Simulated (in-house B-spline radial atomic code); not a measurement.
# Excited states and polarisability of Zn¹²⁺ by several methods

The task here is to estimate one member of a computed series from the others.

Program: in-house B-spline radial atomic code version 1. Level of theory: linear response of a closed shell, each method with its own adiabatic kernel; spin-free one-electron X2C, finite nucleus; B-spline basis; no spin-orbit coupling, no double excitations; only terms of natural parity, (−1)^L, with L up to 3 are computed. These are calculated values, not measurements, unless marked.

## The system

| Quantity | Value |
| --- | --- |
| element | zinc (Z = 30) |
| charge | +12 |
| configuration | [Ne] 3s2 3p6 |
| runs | TDHF; PBE; CAM-B3LYP; BSE on G0W0@HF; exchange-only LDA; B3LYP |

The outer shells:

Zn¹²⁺
```
[Ne] core
3s [↑↓]
3p [↑↓][↑↓][↑↓]
```

Set-up of the first run:

Settings, as recorded:

```ini
Z = 30
electrons = 18.0
configuration = [Ne] 3s2 3p6
hamiltonian = x2c
method = hf
box_radius = 8.48
rms_radius = 3.9283
intervals = 69
```

The run is started by

```bash
python run_td.py task.json out
```

task.json lists these runs, among others, and the program works through them in turn.

Among the steps run: TDHF.

One of the session's tables, all rows but one given; the rest of the session is left out.

It belongs to the step «TDHF». The states in eV; those that feel the box are left out:

| state | full (eV) | Tamm-Dancoff (eV) |
| --- | --- | --- |
| 3p→3d ³P | 66.610 | 66.871 |
| 3p→3d ³F | 68.670 | 69.469 |
| 3p→3d ¹F | 75.132 | 75.268 |
| 3p→3d ¹P | 93.760 | 97.346 |
| 3s→3d ³D | ? | ? |
| 3s→3d ¹D | 135.93 | 136.09 |
| 3p→4s ³P | 203.30 | 203.34 |
| 3p→4s ¹P | 205.18 | 205.22 |
| 3p→4p ³S | 217.33 | 217.39 |
| 3p→4p ³D | 220.97 | 221.01 |
| 3p→4p ¹D | 222.23 | 222.24 |
| 3p→4p ¹S | 228.97 | 229.36 |
| 3p→4d ³P | 246.23 | 246.24 |
| 3p→4d ³F | 247.76 | 247.77 |

Q: Estimate the row for 3s→3d ³D from the others.

As computed: full (eV): 128.24; Tamm-Dancoff (eV): 128.34. In the column «full (eV)» it lies between 3p→3d ¹P (93.760) and 3s→3d ¹D (135.93).
